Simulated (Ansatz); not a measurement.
# AlClH₂S₂: a ladder of functionals and wavefunction methods

The task here is to estimate one member of a computed series from the others.

The runs use Ansatz 0.2.0, Gaussian basis; functionals in def2-TZVPP, the program's frozen cores in correlated methods.

Levels to be run: LDA (SPW92), PBE-D4, revPBE-D4, BLYP-D4, r2SCAN-D4, B97M-V, PBE0-D4, B3LYP-D4, r2SCANh-D4, r2SCAN0-D4, HSE06-D4, BHLYP-D4, CAM-B3LYP-D4, LC-ωPBE, ωB97X-V, ωB97M-V, B2PLYP, PBE-QIDH; CCSD(T)/def2-SVP; CCSD(T)/def2-TZVPP; MP2/def2-QZVPP; extrapolation to the limit; RPA on PBE.

## The geometry

An earlier PBE0-D4 in a triple-zeta def2 set relaxation fixed the geometry.

SMILES `[SH][Al]([SH])[Cl]`, 6 atoms, charge 0, spin multiplicity 1.

Atoms are counted from 1 here; the program's logs count them from 0.

Bond lengths: S1–Al2 2.166 Å, S1–H5 1.345 Å, Al2–S3 2.166 Å, Al2–Cl4 2.091 Å, S3–H6 1.345 Å. Angles: Al2–S1–H5 92.0°, S1–Al2–S3 119.4°, S1–Al2–Cl4 120.3°, S3–Al2–Cl4 120.3°, Al2–S3–H6 92.0°.

The first run:

in.yaml reads:

```yaml
crystal:
  periodic: [false, false, false]
  atoms:
    - {symbol: S, position_ang: [-0.405102, 1.744316, -1.208172]}
    - {symbol: Al, position_ang: [0.006600, -0.011650, -0.008007]}
    - {symbol: S, position_ang: [1.212484, 0.182193, 1.781289]}
    - {symbol: Cl, position_ang: [-0.753113, -1.876784, -0.571539]}
    - {symbol: H, position_ang: [-1.135137, 1.031246, -2.084331]}
    - {symbol: H, position_ang: [1.116368, -1.133321, 2.044461]}
basis:
  gaussian: {orbitals: def2-TZVPP}
hamiltonian: {xc: lda}
output: {orbitals: {seedname: orbitals}}
```

Steps of the session up to this table: LDA; PBE-D4 (GGA); revPBE-D4 (GGA); BLYP-D4 (GGA); r2SCAN-D4 (meta-GGA); B97M-V (meta-GGA); PBE0-D4 (hybrid); B3LYP-D4 (hybrid); r2SCANh-D4 (hybrid); r2SCAN0-D4 (hybrid); HSE06-D4 (hybrid); BHLYP-D4 (hybrid); CAM-B3LYP-D4 (range-separated); LC-ωPBE-D4 (range-separated; the results give it without D4); ωB97X-V (range-separated); ωB97M-V (range-separated); B2PLYP (double hybrid); PBE-QIDH (double hybrid).

One of the session's tables, all rows but one given; the rest of the session is left out.

It belongs to the step «Frontier levels by functional». 

| functional | HOMO (eV) | gap (eV) |
| --- | --- | --- |
| LDA (SPW92) | ? | ? |
| PBE-D4 | -6.67 | 5.01 |
| revPBE-D4 | -6.62 | 5.09 |
| BLYP-D4 | -6.47 | 4.93 |
| r2SCAN-D4 | -6.97 | 5.69 |
| B97M-V | -7.00 | 5.69 |
| PBE0-D4 | -7.88 | 7.06 |
| B3LYP-D4 | -7.61 | 6.55 |
| r2SCANh-D4 | -7.41 | 6.40 |
| r2SCAN0-D4 | -8.07 | 7.47 |
| HSE06-D4 | -7.48 | 6.29 |
| BHLYP-D4 | -8.91 | 8.94 |
| CAM-B3LYP-D4 | -9.17 | 9.31 |
| LC-ωPBE | -10.61 | 11.87 |
| ωB97X-V | -10.22 | 11.40 |
| ωB97M-V | -10.03 | 10.93 |

Q: Estimate the row for LDA (SPW92) from the others.

The run gave: HOMO (eV): -6.80; gap (eV): 4.88. In the column «HOMO (eV)» it lies between r2SCAN-D4 (-6.97) and PBE-D4 (-6.67).
